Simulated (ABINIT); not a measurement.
# InTe2: optical spectrum with LDA

InTe2:

```
In Te
1.0
     0.00000    3.53059    3.53059
     3.53059    0.00000    3.53059
     3.53059    3.53059    0.00000
In Te
1 2
Direct
  0.75000 0.75000 0.75000
  0.00000 0.00000 0.00000
  0.25000 0.25000 0.25000
```

The cell was built by a generator and needn't be a form met in nature.

The cell isn't the ideal one: volume scaled by 0.92.

```yaml
Program: ABINIT 10.8.3 (patched build)
Task: optical spectrum
Functional: LDA
Potentials_or_basis: HGH LDA
Cutoff: 490 eV
k_mesh: 4 × 4 × 4, with 4 shifts
Occupations: fermi-dirac, width 0.05 eV
Spin: no spin polarisation
Bands_in_the_sums: 16
Broadening_eV: 0.05
Scissor_shift_eV: 0
Tensor_components: "[11]"
```

| Quantity | Value |
| --- | --- |
| Pressure | 3.9 GPa |

Dielectric function (mean over the directions given):
```tsv
energy (eV)	real part	imaginary part
0.33	87.61	26.45
1.31	7.69	34.01
2.29	5.57	8.41
3.37	-6.18	13.24
4.35	-2.04	5.37
5.44	-4.47	3.69
6.42	-1.51	3.85
7.51	-3.30	1.53
8.49	-1.74	1.30
9.58	-0.55	1.15
10.56	-0.28	1.24
11.65	-0.77	0.72
12.63	-0.68	0.59
13.71	-0.36	0.43
14.69	-0.27	0.22
15.78	-0.08	0.11
16.76	0.10	0.08
17.85	0.17	0.04
18.83	0.29	0.01
19.92	0.38	0.01
```

Run time: 30 s on 1 thread of Arm Neoverse V1 (shared host), peak memory 0.25 GiB.

Caveat: the intraband (Drude) term is left out; spectra need much finer meshes, so this one isn't converged; independent-particle spectra lack excitons; HGH potentials are hard and often keep d shells in the core, so these values are rough. The run has no spin-orbit coupling, so splittings on Te are missing.
